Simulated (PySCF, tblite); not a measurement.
**C3H13ClSi3: geometry, infrared bands and NMR shifts**

What infrared bands and NMR shifts should C3H13ClSi3 (`C[C@H]([SiH2]Cl)[SiH2]C[SiH3]`) show?

The runs use tblite 0.8.0 and PySCF 2.14.0, with density-fitted response routines of our own; the level of theory stands in each step. All values are computed, except where a source is named. Atoms count from 0, in the outputs and in this text.

### Step 1. The molecule as given

20 atoms, charge 0, multiplicity 1; geometry from: force field or distance geometry start.

Bonds of the start (Å): C0–C1 1.52, C1–Si2 1.85, Si2–Cl3 2.10, C1–Si4 1.87, Si4–C5 1.88, C5–Si6 1.85, C0–H7 1.10, C0–H8 1.12, C0–H9 1.12, C1–H10 1.10, Si2–H11 1.49, Si2–H12 1.47, Si4–H13 1.47, Si4–H14 1.45, C5–H15 1.11, C5–H16 1.09, Si6–H17 1.47, Si6–H18 1.47, Si6–H19 1.48.

### Step 2. Optimising the geometry with GFN2-xTB

What the job is given:

```
{"job": {"kind": "relax", "xc": "GFN2-xTB", "basis": "xTB"}, "charge": 0, "multiplicity": 1}
C     -1.510800     1.460200    -0.258200
C     -1.272500    -0.015200    -0.514700
Si    -2.703300    -1.064300     0.002300
Cl    -3.015500    -2.626900    -1.370900
Si     0.301800    -0.434300     0.411700
C      1.681800     0.165300    -0.716200
Si     3.365800    -0.058800     0.023800
H     -0.915600     2.013800    -0.996500
H     -1.083600     1.660400     0.756600
H     -2.605000     1.676100    -0.297000
H     -1.062600    -0.170800    -1.581700
H     -3.920000    -0.208300    -0.105900
H     -2.597400    -1.619500     1.356500
H      0.325500     0.394300     1.628900
H      0.423900    -1.837000     0.744000
H      1.486700     1.255000    -0.842600
H      1.606500    -0.323500    -1.688700
H      4.336900    -0.058900    -1.084000
H      3.465500    -1.287800     0.818200
H      3.686800     1.090900     0.891800
```

Command:

```
$ OMP_NUM_THREADS=1 python probes_run.py task.json out
```

The driver reads the jobs from task.json and runs them one after another.

**Question.** This job is followed by: GFN2-xTB harmonic vibrations, gas phase; GIAO PBE0/pcSseg-1 NMR shielding, non-relativistic, gas phase. Predict these results of the whole session: strongest single infrared mode (GFN2-xTB); zero-point energy (GFN2-xTB); ¹³C shifts against TMS (PBE0/pcSseg-1); ¹H shifts against TMS (PBE0/pcSseg-1, means over atoms taken as alike); ²⁹Si shifts against TMS (PBE0/pcSseg-1); ³⁵Cl shifts against HCl (PBE0/pcSseg-1).

**Answer**, as computed:

| quantity | value |
| --- | --- |
| strongest single infrared mode (GFN2-xTB) | 786 cm⁻¹, 657 km/mol |
| zero-point energy (GFN2-xTB) | 87.8 kcal/mol |
| ¹³C shifts against TMS (PBE0/pcSseg-1) | 10.0, 9.9, -14.2 ppm |
| ¹H shifts against TMS (PBE0/pcSseg-1, means over atoms taken as alike) | 5.19, 4.94, 4.51, 4.05, 4.01, 1.14, 0.52, 0.08, -0.40 ppm |
| ²⁹Si shifts against TMS (PBE0/pcSseg-1) | -11.8, -35.7, -74.7 ppm |
| ³⁵Cl shifts against HCl (PBE0/pcSseg-1) | -49 ppm |

What this shows: Over 176 steps the energy fell by 0.566 eV; of the close pairs, Si2–Cl3 changed most, 2.104 to 2.016 Å. No mode is imaginary among the 54: a minimum at this level. Unscaled tight-binding wavenumbers are off by several per cent, some by more. Its intensities can rank the bands wrongly.
